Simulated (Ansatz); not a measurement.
# Ta5Si3N: further runs on the relaxed cell

The task here is to estimate one member of a computed series from the others.

Computed with Ansatz 0.2.0 (DFT PBEsol, scalar-relativistic, plane waves, PAW, unless a step's input says otherwise).

**The system as given**

Symmetry: P6_3/mcm, No. 193, hexagonal system. Conventional cell: a = 7.416 Å, b = 7.416 Å, c = 5.349 Å, α = 90.00°, β = 90.00°, γ = 120.00°. Ta (site symmetry m2m) has 2 N at 2.19 Å and 5 Si at 2.62 to 2.96 Å in its first shell of neighbours. Ta (site symmetry 32) is surrounded by 6 Si at 2.62 Å and 2 Ta at 2.67 Å. Si (site symmetry m2m) has 9 Ta at 2.62 to 2.96 Å in its first shell of neighbours. N (site symmetry -3m) has 6 Ta at 2.19 Å in its first shell of neighbours.

Structure file:

```xyz
18
Lattice="7.4163 0.0000 0.0000 -3.7081 6.4227 0.0000 0.0000 0.0000 5.3494" Properties=species:S:1:pos:R:3 pbc="T T T"
Ta   -2.8383    4.9161    1.3374
Ta   -0.8698    1.5066    4.0121
Ta    0.8698    1.5066    1.3374
Ta    2.8383    4.9161    4.0121
Ta    5.6767    0.0000    1.3374
Ta    1.7396    0.0000    4.0121
Ta    3.7081    2.1409    0.0000
Ta    0.0000    4.2818    0.0000
Ta    0.0000    4.2818    2.6747
Ta    3.7081    2.1409    2.6747
Si   -1.5036    2.6043    1.3374
Si   -2.2045    3.8183    4.0121
Si    2.2045    3.8183    1.3374
Si    1.5036    2.6043    4.0121
Si    3.0072    0.0000    1.3374
Si    4.4090    0.0000    4.0121
N     0.0000    0.0000    0.0000
N     0.0000    0.0000    2.6747
```

It goes back to an entry of the Materials Project, which need not be the stable form.

It is the result of an earlier relaxation at this level (volume 14.16 Å³/atom; gap on the mesh: none (metal)).

The first run:

input.yaml

```yaml
crystal:
  lattice:
    - [7.3413551592, 0.0, 0.0]
    - [-3.6706775796, 6.3578000661, 0.0]
    - [0.0, 0.0, 5.2953862785]
  atoms:
    - { symbol: Ta, position: [0.0, 0.7654320726, 0.25] }
    - { symbol: Ta, position: [0.0, 0.2345679274, 0.75] }
    - { symbol: Ta, position: [0.2345679274, 0.2345679274, 0.25] }
    - { symbol: Ta, position: [0.7654320726, 0.7654320726, 0.75] }
    - { symbol: Ta, position: [0.7654320726, 0.0, 0.25] }
    - { symbol: Ta, position: [0.2345679274, 0.0, 0.75] }
    - { symbol: Ta, position: [0.6666666667, 0.3333333333, 0.0] }
    - { symbol: Ta, position: [0.3333333333, 0.6666666667, 0.0] }
    - { symbol: Ta, position: [0.3333333333, 0.6666666667, 0.5] }
    - { symbol: Ta, position: [0.6666666667, 0.3333333333, 0.5] }
    - { symbol: Si, position: [0.0, 0.4054908318, 0.25] }
    - { symbol: Si, position: [0.0, 0.5945091682, 0.75] }
    - { symbol: Si, position: [0.5945091682, 0.5945091682, 0.25] }
    - { symbol: Si, position: [0.4054908318, 0.4054908318, 0.75] }
    - { symbol: Si, position: [0.4054908318, 0.0, 0.25] }
    - { symbol: Si, position: [0.5945091682, 0.0, 0.75] }
    - { symbol: "N", position: [0.0, 0.0, 0.0] }
    - { symbol: "N", position: [0.0, 0.0, 0.5] }
basis:
  ecutwfc: 420
kpoints:
  mp_grid: { grid: [6, 6, 8] }
hamiltonian:
  xc: pbesol
scf:
  occupations: { method: gaussian, width: 0.1 }
output:
  forces: true
  stress: true
  eigenvalues: true
relax:
  adjacent_minimum: "off"
  f_tol: 0.01
  max_steps: 30
  cell: { stress_tol: 0.1, fix: [volume] }
```

Started as:

```sh
ansatz run input.yaml --threads 4 --pin off --max-ram 10240MiB --backend cpu --events-out ev --progress --plain --runs-dir out
```

Among the steps run: The cell scaled to 0.97 of its volume; Point at V/V0 = 1.03; Point at V/V0 = 0.94; The cell scaled to 1.06 of its volume; The cell scaled to 0.91 of its volume; Point at V/V0 = 1.10; Volume × 0.88.

One of the session's tables, all rows but one given; the rest of the session is left out.

It belongs to the step «Equation of state». 

| volume (Å³/atom) | energy above the lowest point (meV/atom) | pressure (GPa) |
| --- | --- | --- |
| 12.457 | 190.2 | 40.16 |
| 12.882 | 100.9 | 27.60 |
| 13.307 | 42.3 | 16.89 |
| 13.731 | 10.0 | 7.76 |
| 14.156 | 0.0 | -0.02 |
| 14.581 | 9.1 | -6.66 |
| 15.005 | ? | ? |
| 15.571 | 89.3 | -18.51 |

Estimate the missing values for volume (Å³/atom) = 15.005.

Worked estimate for «energy above the lowest point (meV/atom)». A straight line through the neighbours (14.581, 9.1) and (15.571, 89.3) gives 9.1 + (89.3 − 9.1) × (15.005 − 14.581) / (15.571 − 14.581) = 43.4; a parabola fitted to 3 rows on both sides gives 33.3.

As computed: energy above the lowest point (meV/atom): 34.4; pressure (GPa): -12.30. In «energy above the lowest point (meV/atom)» the line misses by +9.0 and the parabola by -1.1.
